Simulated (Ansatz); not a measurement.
**CH8InNSiTe: from a rough start to a minimum**

The task is to find a stationary geometry of CH8InNSiTe, then compute its harmonic vibrations to see whether it is a minimum and to get the zero-point energy and entropy.

Computed with Ansatz 0.2.0, Gaussian basis. Level: RKS PBE0-D4/def2-TZVP.

Plan: relaxation at PBE0-D4/def2-TZVP; harmonic vibrations at the same level.

2 further runs of the same task are left out: 1 for a known fault of the program, 1 set aside as unsound or not needed.

### Step 1. Starting geometry

SMILES `[CH3][In]([NH2])[SiH2][TeH]`, 13 atoms, charge 0, spin multiplicity 1.

Atoms are counted from 1 here; the program's logs count them from 0.

Bond lengths: C1–In2 2.249 Å, C1–H6 1.091 Å, C1–H7 1.090 Å, C1–H8 1.092 Å, In2–N3 2.055 Å, In2–Si4 2.589 Å, N3–H9 1.014 Å, N3–H10 1.014 Å, Si4–Te5 2.500 Å, Si4–H11 1.476 Å, Si4–H12 1.472 Å, Te5–H13 1.641 Å. Angles: In2–C1–H6 107.6°, In2–C1–H7 111.7°, In2–C1–H8 110.3°, H6–C1–H7 109.4°, H6–C1–H8 109.0°, H7–C1–H8 108.9°, C1–In2–N3 111.4°, C1–In2–Si4 134.9°, N3–In2–Si4 113.0°, In2–N3–H9 116.8°, In2–N3–H10 121.6°, H9–N3–H10 106.5°, In2–Si4–Te5 108.5°, In2–Si4–H11 112.6°, In2–Si4–H12 114.3°, Te5–Si4–H11 109.6°, Te5–Si4–H12 106.7°, H11–Si4–H12 104.7° and more.

Coordinates:

```
C    -1.9687    0.2044    1.7318
In   -0.4030    0.0664    0.1235
N     0.2670    1.9277   -0.4330
Si    0.9713   -1.8600   -0.9266
Te    3.0647   -0.9028   -1.9014
H    -1.8096    1.1422    2.2662
H    -1.9016   -0.6285    2.4324
H    -2.9664    0.2135    1.2890
H    -0.3179    2.7179   -0.1830
H     0.6125    2.1094   -1.3686
H     1.3145   -2.9108    0.0507
H     0.2836   -2.5724   -2.0161
H     2.8536    0.4931   -1.0648
```

The start is a GFN2-xTB geometry. In, Te take the def2 core potential; no spin-orbit term is included.

### Step 2. Optimising with PBE0-D4/def2-TZVP

Input file in.yaml:

```yaml
crystal:
  periodic: [false, false, false]
  atoms:
    - {symbol: C, position_ang: [-1.968670, 0.204400, 1.731830]}
    - {symbol: In, position_ang: [-0.403030, 0.066420, 0.123470]}
    - {symbol: N, position_ang: [0.266990, 1.927680, -0.433000]}
    - {symbol: Si, position_ang: [0.971280, -1.860010, -0.926640]}
    - {symbol: Te, position_ang: [3.064700, -0.902810, -1.901420]}
    - {symbol: H, position_ang: [-1.809620, 1.142170, 2.266230]}
    - {symbol: H, position_ang: [-1.901630, -0.628520, 2.432350]}
    - {symbol: H, position_ang: [-2.966360, 0.213480, 1.289010]}
    - {symbol: H, position_ang: [-0.317850, 2.717920, -0.183050]}
    - {symbol: H, position_ang: [0.612480, 2.109390, -1.368570]}
    - {symbol: H, position_ang: [1.314530, -2.910840, 0.050690]}
    - {symbol: H, position_ang: [0.283560, -2.572390, -2.016060]}
    - {symbol: H, position_ang: [2.853630, 0.493100, -1.064830]}
basis:
  gaussian: {orbitals: def2-TZVP}
hamiltonian: {xc: pbe0, dispersion: d4}
relax: {f_tol: 0.005, max_steps: 150}
```

On the command line:

```sh
ansatz run in.yaml --threads 2 --pin off --events-out ev --progress --plain --max-ram 32768MiB --backend cuda --devices 0, --max-vram 18GiB
```

Further steps of the session: Force constants and modes.

Q: Predict the results of all the runs planned. Wanted: point group; shift from the start; total energy; dispersion term; dipole moment; lowest, highest wavenumber; zero-point energy.

**Answer**, as computed:

```
                  quantity            value
               point group               C1
                     steps               36
shift from the start (rms)          0.292 Å
              total energy   -22998.6460 eV
           dispersion term         -296 meV
             dipole moment           1.80 D
lowest, highest wavenumber    25, 3702 cm⁻¹
         zero-point energy     221.7 kJ/mol
       entropy at 298.15 K  476.9 J/(mol K)
```

**Reading.** The relaxed geometry lies 0.29 Å (rms) from the start; the bond that changed most is C1–In2, from 2.249 to 2.148 Å. All wavenumbers are real, so the end point is a minimum. The stiffest mode, 3702 cm⁻¹, is an N–H stretch, and 7 modes under 200 cm⁻¹ make the vibrational entropy uncertain. Harmonic hybrid wavenumbers usually lie a few per cent above measured fundamentals. The largest Mulliken charge, -0.77 e, sits on N3.
